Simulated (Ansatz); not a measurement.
# YCo2Ge2 (I4/mmm): energies of magnetic orders, part 2 of 2

Which of a few magnetic orders of YCo2Ge2 (I4/mmm) is lowest at one geometry?

Ansatz 0.2.0; DFT LDA, scalar-relativistic, plane waves, PAW. The steps go on from the part before.

### 7 Antiferromagnetic, propagation vector (1/2, 1/2, 0)

The input, input.yaml:

```yaml
crystal:
  lattice:
    - [1.9318548904, -1.9318548904, -4.963721492]
    - [1.9318548904, -1.9318548904, 4.963721492]
    - [-3.8637097808, -3.8637097808, 0.0]
  atoms:
    - { symbol: "Y", position: [0.0, 0.0, 0.0] }
    - { symbol: Co, position: [-0.5, 0.0, -0.25], spin: 1.5 }
    - { symbol: Co, position: [0.0, 0.5, -0.25], spin: 1.5 }
    - { symbol: Ge, position: [-0.6279102605, 0.6279102605, 0.0] }
    - { symbol: Ge, position: [-0.3720897395, 0.3720897395, 0.0] }
    - { symbol: "Y", position: [0.5, 0.5, 0.5] }
    - { symbol: Co, position: [0.0, 0.5, 0.25], spin: -1.5 }
    - { symbol: Co, position: [0.5, 1.0, 0.25], spin: -1.5 }
    - { symbol: Ge, position: [-0.1279102605, 1.1279102605, 0.5] }
    - { symbol: Ge, position: [0.1279102605, 0.8720897395, 0.5] }
basis:
  ecutwfc: 420
  ecutrho_ratio: 4
kpoints:
  mp_grid: { grid: [6, 6, 6] }
hamiltonian:
  xc: lda
scf:
  occupations: { method: gaussian, width: 0.05 }
  lower_state_search: "off"
output:
  forces: true
  stress: true
  eigenvalues: true
  populations: true
magnetization:
  spin_polarized: true
```

On the command line:

```
ansatz run input.yaml --threads 2 --pin off --max-ram 5120MiB --backend cpu --events-out ev --progress --plain --runs-dir out
```

What it wrote, cut to the lines that bear on the results:

```text
Warning: RAYON_NUM_THREADS=2 ignored (pool sized by the plan → 2); use --threads N
[...]
Pseudopotentials: kind: paw
Pseudopotential: Y, paw, valence charge 11, recommended cutoff 420 eV (normal), Y.paw.azcp
Pseudopotential: Co, paw, valence charge 17, recommended cutoff 420 eV (normal), Co.paw.azcp
Pseudopotential: Ge, paw, valence charge 14, recommended cutoff 420 eV (normal), Ge.paw.azcp
Functional definition: SPW92
[...]
Crystal: 10 atoms, lattice volume = 148.199 Å³
Basis set: ecut = 420 eV, 2883 PW (Γ)
Bands: 92, of which v1, the nominal top of the filled ones, is band 73 counted from 1 (72 counted from 0)
Symmetry: 8 space group operations
Space group: Cmme (ITA 67), of the structure as read, at distance tolerance 5.3e-5 Å
Magnetic group: BNS 67.510 (UNI 608), of the structure as read, at distance tolerance 5.3e-5 Å
k-points: 52 of 216
[...]
Starting moments: Σ|m| = 6 μB on 4 of 10 sites
Starting magnetic order: antiferromagnet; a translation exchanges its spin sublattices: spin-degenerate at every k-point
[...]
WARN: the starting moments were not kept: the SCF closed with an absolute magnetisation of 3.0e-5 μB, where they sum to 6 μB in size (4 sites). That is at most 0.1 of that sum. Measured as dr2_m measures the in/out step, that magnetisation stands 4.0e-10 eV from none, at or under the [...]
  atom   1  Y      0.00000000     0.00000000    -0.00000000
  atom   2  Co     0.00000000    -0.00000000     0.00000000
  atom   3  Co     0.00000000     0.00000000     0.00000000
  atom   4  Ge     0.00000000     0.00000000    -0.01159654
  atom   5  Ge     0.00000000     0.00000000     0.01159654
  atom   6  Y     -0.00000000    -0.00000000    -0.00000000
  atom   7  Co    -0.00000000     0.00000000     0.00000000
  atom   8  Co    -0.00000000     0.00000000     0.00000000
[...]
--- Stress (GPa, compression-positive) ---
       -0.043031       0.012488       0.000000
        0.012488      -0.043031       0.000000
        0.000000       0.000000      -0.042160
  P = ⅓ Tr σ = -0.0427 GPa (-0.427 kbar)
--- Band table (eV; the first three rows and the last of 104) ---
[...]
--- Löwdin populations: 10 sites ---
  site symbol       q [e]    m [muB]
     0      Y     10.6881    -0.0000
     1     Co     16.5660    -0.0000
     2     Co     16.5660    -0.0000
     3     Ge     14.3865     0.0000
     4     Ge     14.3865     0.0000
     5      Y     10.6881    -0.0000
     6     Co     16.5660     0.0000
     7     Co     16.5660     0.0000
     8     Ge     14.3865     0.0000
     9     Ge     14.3865     0.0000
  spilling = 0.005572 (of n_electrons = 146.000000)
```

Wall time 59 s (2 threads of Intel Xeon at 2.70GHz, shared host); peak memory 1.1 GiB.

Read off: volume 14.820 Å³/atom, pressure -0.04 GPa, metallic, no moment left.

In this order, neighbours among magnetic atoms: 2 of 4 parallel, 0 of 4 parallel (shell by shell, nearest first).

### 8 Antiferromagnetic, propagation vector (1/2, 1/2, 0)

input.yaml, as its differences from that of step 7:

```diff
@@ -8,3 +8,3 @@
     - { symbol: Co, position: [-0.5, 0.0, -0.25], spin: 1.5 }
-    - { symbol: Co, position: [0.0, 0.5, -0.25], spin: 1.5 }
+    - { symbol: Co, position: [0.0, 0.5, -0.25], spin: -1.5 }
     - { symbol: Ge, position: [-0.6279102605, 0.6279102605, 0.0] }
@@ -13,3 +13,3 @@
     - { symbol: Co, position: [0.0, 0.5, 0.25], spin: -1.5 }
-    - { symbol: Co, position: [0.5, 1.0, 0.25], spin: -1.5 }
+    - { symbol: Co, position: [0.5, 1.0, 0.25], spin: 1.5 }
     - { symbol: Ge, position: [-0.1279102605, 1.1279102605, 0.5] }
```

On the command line:

```
ansatz run input.yaml --threads 2 --pin off --max-ram 5120MiB --backend cpu --events-out ev --progress --plain --runs-dir out
```

What it wrote, cut to the lines that bear on the results:

```text
Warning: RAYON_NUM_THREADS=2 ignored (pool sized by the plan → 2); use --threads N
[...]
[... 5 set-up lines as earlier in the session ...]
[...]
Crystal: 10 atoms, lattice volume = 148.199 Å³
Basis set: ecut = 420 eV, 2883 PW (Γ)
Bands: 92, of which v1, the nominal top of the filled ones, is band 73 counted from 1 (72 counted from 0)
[... 1 set-up line as earlier in the session ...]
Space group: Cccm (ITA 66), of the structure as read, at distance tolerance 5.3e-5 Å
Magnetic group: BNS 66.500 (UNI 598), of the structure as read, at distance tolerance 5.3e-5 Å
k-points: 52 of 216
[...]
Starting moments: Σ|m| = 6 μB on 4 of 10 sites
Starting magnetic order: antiferromagnet; a translation exchanges its spin sublattices: spin-degenerate at every k-point
[...]
WARN: the starting moments were not kept: the SCF closed with an absolute magnetisation of 6.0e-6 μB, where they sum to 6 μB in size (4 sites). That is at most 0.1 of that sum. Measured as dr2_m measures the in/out step, that magnetisation stands 1.5e-11 eV from none, at or under the [...]
  atom   1  Y      0.00000000    -0.00000000     0.00000000
  atom   2  Co    -0.00000000     0.00000000     0.00000000
  atom   3  Co     0.00000000     0.00000000     0.00000000
  atom   4  Ge    -0.00000000     0.00000000    -0.01157935
  atom   5  Ge     0.00000000    -0.00000000     0.01157935
  atom   6  Y      0.00000000    -0.00000000     0.00000000
  atom   7  Co     0.00000000     0.00000000     0.00000000
  atom   8  Co     0.00000000     0.00000000     0.00000000
[...]
--- Stress (GPa, compression-positive) ---
       -0.042873       0.012476      -0.000000
        0.012476      -0.042873       0.000000
       -0.000000       0.000000      -0.042132
  P = ⅓ Tr σ = -0.0426 GPa (-0.426 kbar)
--- Band table (eV; the first three rows and the last of 104) ---
[...]
--- Löwdin populations: 10 sites ---
  site symbol       q [e]    m [muB]
     0      Y     10.6881     0.0000
     1     Co     16.5660     0.0000
     2     Co     16.5660    -0.0000
     3     Ge     14.3865    -0.0000
     4     Ge     14.3865    -0.0000
     5      Y     10.6881     0.0000
     6     Co     16.5660    -0.0000
     7     Co     16.5660     0.0000
     8     Ge     14.3865    -0.0000
     9     Ge     14.3865    -0.0000
  spilling = 0.005572 (of n_electrons = 146.000000)
```

Run time: 60 s. Hardware: 2 threads of Intel Xeon at 2.70GHz, shared host; peak memory 1.1 GiB.

Read off: volume 14.820 Å³/atom, pressure -0.04 GPa, no gap, no moment left.

In this order, neighbours among magnetic atoms: 2 of 4 parallel, 0 of 4 parallel (shell by shell, nearest first).

### 9 No spin polarisation

The input, input.yaml:

```yaml
crystal:
  lattice:
    - [-1.9318548904, 1.9318548904, 4.963721492]
    - [1.9318548904, -1.9318548904, 4.963721492]
    - [1.9318548904, 1.9318548904, -4.963721492]
  atoms:
    - { symbol: "Y", position: [0.0, 0.0, 0.0] }
    - { symbol: Co, position: [0.75, 0.25, 0.5] }
    - { symbol: Co, position: [0.25, 0.75, 0.5] }
    - { symbol: Ge, position: [0.6279102605, 0.6279102605, 0.0] }
    - { symbol: Ge, position: [0.3720897395, 0.3720897395, 0.0] }
basis:
  ecutwfc: 420
  ecutrho_ratio: 4
kpoints:
  mp_grid: { grid: [14, 14, 14] }
hamiltonian:
  xc: lda
scf:
  occupations: { method: gaussian, width: 0.05 }
output:
  forces: true
  stress: true
  eigenvalues: true
```

On the command line:

```
ansatz run input.yaml --threads 2 --pin off --max-ram 5120MiB --backend cpu --events-out ev --progress --plain --runs-dir out
```

What it wrote, cut to the lines that bear on the results:

```text
Warning: RAYON_NUM_THREADS=2 ignored (pool sized by the plan → 2); use --threads N
[...]
[... 5 set-up lines as earlier in the session ...]
[...]
Crystal: 5 atoms, lattice volume = 74.100 Å³
Basis set: ecut = 420 eV, 1461 PW (Γ), FFT grids on a1+a3, a2+a3, a3
Bands: 44, of which v1, the nominal top of the filled ones, is band 37 counted from 1 (36 counted from 0)
[... 1 set-up line as earlier in the session ...]
Space group: I4/mmm (ITA 139), of the structure as read, at distance tolerance 4.2e-5 Å
k-points: 244 of 2744
[...]
SCF iter   1: F=—  HF=-22306.164997 eV  |F-HF|=—  |Δ(HF+E_count)|=         —  Δρ=1.19e-2  dr2=5.03e-2  ethr=1.77e-3  ⟨swp⟩=6.0  Hψ=37193  notcnv=0  defer=44
[...]
SCF iter   8: F=-22306.156733 eV  HF=-22306.156733 eV  |F-HF|=8.12e-8  |Δ(HF+E_count)|=   9.56e-8  Δρ=1.16e-5  dr2=7.41e-8  ethr=1.37e-10  ⟨swp⟩=7.1  Hψ=44477  notcnv=0
[...]
SCF converged after 8 iterations
Free energy (F): -22306.156733 eV
[...]
E sigma→0 (E₀):  -22306.154776 eV
Entropy (-TS):   -0.003915 eV (-0.783 meV/atom)
Fermi energy:    15.279023 eV
[...]
--- Forces (eV/Å), atoms counted from 1 ---
  atom   1  Y      0.00000000     0.00000000     0.00000000
  atom   2  Co     0.00000000     0.00000000     0.00000000
  atom   3  Co    -0.00000000     0.00000000     0.00000000
  atom   4  Ge     0.00000000     0.00000000    -0.00031792
  atom   5  Ge     0.00000000    -0.00000000     0.00031792
[...]
--- Stress (GPa, compression-positive) ---
       -0.003121       0.000000       0.000000
        0.000000      -0.003121       0.000000
        0.000000      -0.000000       0.006374
  P = ⅓ Tr σ = 0.0000 GPa (0.000 kbar)
--- Band table (eV; the first three rows and the last of 244) ---
[...]
```

Run time: 24 s. Hardware: 2 threads of Intel Xeon at 2.70GHz, shared host; peak memory 0.81 GiB.

This gives: volume 14.820 Å³/atom, pressure 0.00 GPa, a metal on this mesh.

### 10 The orders side by side

Orders of one name are numbered as they were run above.

```csv
order,above the lowest (meV/atom),largest moment (μB),pressure (GPa),gap on the mesh (eV),order kept
ferromagnetic,0.0,0.00,0.0,0.00,no
"antiferromagnetic, in the cell as typed",0.0,0.00,0.0,0.00,no
"antiferromagnetic, propagation vector (1, 1, 1) (1)",0.0,0.00,0.0,0.00,no
"antiferromagnetic, propagation vector (1, 1, 1) (2)",0.0,0.00,0.0,0.00,no
"antiferromagnetic, propagation vector (1/2, 1/2, 0) (1)",0.0,0.00,0.0,0.00,no
"antiferromagnetic, propagation vector (1/2, 1/2, 0) (2)",0.0,0.00,0.0,0.00,no
no spin polarisation,0.0,0.00,0.0,0.00,yes
```

The first row is the run of the earlier session that started with parallel moments (-4461.2310 eV/atom). A larger cell is measured against the parallel state in that same cell where that was run, so that mesh errors cancel.

The work goes on in this order: no spin polarisation, the lowest.

### 11 Relaxing the chosen order

input.yaml, as its differences from that of step 9:

```diff
@@ -24 +24,5 @@
   eigenvalues: true
+relax:
+  f_tol: 0.01
+  max_steps: 30
+  cell: { stress_tol: 0.05 }
```

On the command line:

```
ansatz run input.yaml --threads 2 --pin off --max-ram 5120MiB --backend cpu --events-out ev --progress --plain --runs-dir out
```

What it wrote, cut to the lines that bear on the results:

```text
Warning: RAYON_NUM_THREADS=2 ignored (pool sized by the plan → 2); use --threads N
[...]
[... 5 set-up lines as earlier in the session ...]
[...]
Crystal: 5 atoms, lattice volume = 74.100 Å³
Basis set: ecut = 420 eV, 1461 PW (Γ), FFT grids on a1+a3, a2+a3, a3
Bands: 44, of which v1, the nominal top of the filled ones, is band 37 counted from 1 (36 counted from 0)
[... 2 set-up lines as earlier in the session ...]
k-points: 244 of 2744
[...]
  atom   5  Ge     0.00000000     0.00000000     0.00026067
[...]
--- Stress (GPa, compression-positive) ---
       -0.002777       0.000000      -0.000000
        0.000000      -0.002777      -0.000000
       -0.000000       0.000000       0.006224
  P = ⅓ Tr σ = 0.0002 GPa (0.002 kbar)
--- Band table (eV; the first three rows and the last of 244) ---
[...]
--- Relaxed structure (1 steps of the walk, 1 accepted, 1 SCFs on fresh bases) ---
  F+E_penalty+E_count = -22306.15673336 eV   max|allowed force component| = 2.607e-4 eV/Å   (the final SCF, on the basis selected at the relaxed cell)
  cell:  # Å, volume = 74.0997 Å³
    - [-1.9318548904, 1.9318548904, 4.963721492]
    - [1.9318548904, -1.9318548904, 4.963721492]
    - [1.9318548904, 1.9318548904, -4.963721492]
  atoms:
    - { symbol: Y, position: [0.0, 0.0, 0.0] }
    - { symbol: Co, position: [0.7499999999999999, 0.25, 0.5] }
    - { symbol: Co, position: [0.25, 0.7499999999999999, 0.5] }
    - { symbol: Ge, position: [0.6279102605, 0.6279102605, 0.0] }
    - { symbol: Ge, position: [0.3720897395, 0.3720897395, 0.0] }
```

Run time: 42 s. Hardware: 2 threads of Intel Xeon at 2.70GHz, shared host; peak memory 0.85 GiB.

The steps of the relaxation:

```csv
step,energy from step 1 (meV/atom),largest force component (eV/Å),pressure (GPa),volume (Å³/atom)
1,0.0,0.000,0.00,14.820
2,0.0,0.000,0.00,14.820
```

Step 1 is the start. Step 2 repeats the geometry before it on a plane-wave basis chosen anew for the final cell, which leaves the energy as it was. The run keeps the 16 symmetry operations that it found, so it can't reach a distortion that breaks them.

Result: volume 14.820 Å³/atom, pressure 0.00 GPa, no gap.

### 12 Outcome

The summary covers parts 1 to 2.

| quantity | value |
| --- | --- |
| orders tried | 7 |
| lowest | no spin polarisation |
| largest moment there | 0.00 μB |
| volume in the chosen order | 14.82 Å³/atom at 0.00 GPa |

Of the orders that kept their pattern, the lowest is: no spin polarisation. Where the order wasn't kept, moments died or turned during the run, so that row belongs to another state than the one started. Only these orders were tried, at zero temperature; the one found in experiment may not be among them. A run loses the moments it was seeded with; other starts can end magnetic.
